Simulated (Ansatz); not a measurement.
**BH₃O (built from SMILES BO): a reaction path by the nudged elastic band**

Aim: the minimum-energy path between two given structures and its highest point. Both ends were relaxed at PBE0-D4 in triple zeta. A second band with other settings follows.

Computed with Ansatz 0.2.0, Gaussian basis. Level: PBE0-D4/def2-SVP.

17 further runs of the same task are left out: 1 that didn't finish, 16 set aside as unsound or not needed.

## (1) The system as given

The first end: 5 atoms, charge 0, spin multiplicity 1.

Atoms are counted from 1 here; the program's logs count them from 0.

Bond lengths: B1–H2 1.202 Å, B1–O3 1.348 Å, B1–H5 1.196 Å, O3–H4 0.961 Å. Angles: H2–B1–O3 120.6°, H2–B1–H5 122.6°, O3–B1–H5 116.8°, B1–O3–H4 113.5°.

As a file:

```xyz
5
charge 0, multiplicity 1
B     0.1502    0.3916   -0.0368
H     0.3810    0.5676    1.1295
O    -0.3716   -0.7749   -0.4651
H    -0.5252   -1.4081    0.2407
H     0.3656    1.2239   -0.8683
```

The second end:

```xyz
5
BH3O
B     0.00603    0.56599   -1.57645
H     0.01102   -0.92198    2.71846
O    -0.10113   -0.05941   -0.56022
H    -0.02700   -0.76309    1.98913
H     0.11107    1.17849   -2.57092
```

## (2) The band at PBE0-D4/def2-SVP

The input, neb/in.yaml:

```yaml
crystal:
  periodic: [false, false, false]
  atoms:
    - {symbol: B, position_ang: [0.150213, 0.391577, -0.036783]}
    - {symbol: H, position_ang: [0.380966, 0.567554, 1.129520]}
    - {symbol: O, position_ang: [-0.371640, -0.774883, -0.465128]}
    - {symbol: H, position_ang: [-0.525164, -1.408133, 0.240713]}
    - {symbol: H, position_ang: [0.365625, 1.223884, -0.868323]}
basis:
  gaussian: {orbitals: def2-SVP}
hamiltonian: {xc: pbe0, dispersion: d4}
neb:
  images: 5
  climbing: true
  max_iterations: 40
  initial_path: idpp
  final_atoms:
    - {symbol: B, position_ang: [0.006026, 0.565993, -1.576448]}
    - {symbol: H, position_ang: [0.011024, -0.921983, 2.718458]}
    - {symbol: O, position_ang: [-0.101125, -0.059407, -0.560220]}
    - {symbol: H, position_ang: [-0.026997, -0.763091, 1.989128]}
    - {symbol: H, position_ang: [0.111072, 1.178488, -2.570918]}
```

The run is started by

```
ansatz run in.yaml --threads 2 --pin off --events-out ev --progress --plain --max-ram 4352MiB
```

## (3) The band at BLYP-D4/pcseg-2, other settings

neb/in.yaml: that of step 2 with these lines changed.

```diff
@@ -9,9 +9,9 @@
 basis:
-  gaussian: {orbitals: def2-SVP}
-hamiltonian: {xc: pbe0, dispersion: d4}
+  gaussian: {orbitals: pcseg-2}
+hamiltonian: {xc: {name: BLYP}, dispersion: d4}
 neb:
-  images: 5
+  images: 3
   climbing: true
-  max_iterations: 40
-  initial_path: idpp
+  max_iterations: 60
+  initial_path: linear
   final_atoms:
```

**Question.** What will these runs give? Wanted: from earlier runs: barrier over the separately found saddle, CCSD(T)/def2-TZVPP.

As calculated:

| quantity | value |
| --- | --- |
| PBE0-D4/def2-SVP, 18 iterations | highest 242.8 kJ/mol (image 1), last end +78.1 kJ/mol |
| BLYP-D4/pcseg-2, 22 iterations | highest 227.8 kJ/mol (image 1), last end +41.7 kJ/mol |
| from earlier runs: barrier over the separately found saddle, CCSD(T)/def2-TZVPP | 257.0 kJ/mol |

The highest image lies 242.8 kJ/mol above the first end, and it climbed, so it estimates the saddle. The ends are not quite minima at this level (largest force component 0.49 eV/Å), so the heights are unreliable: relaxing the first end would lower it and raise the barrier above it. The highest image is 14.1 kJ/mol below the CCSD(T) barrier in triple zeta, which comes from separate runs on the saddle. The second band's highest image lies at 227.8 kJ/mol; the levels differ.
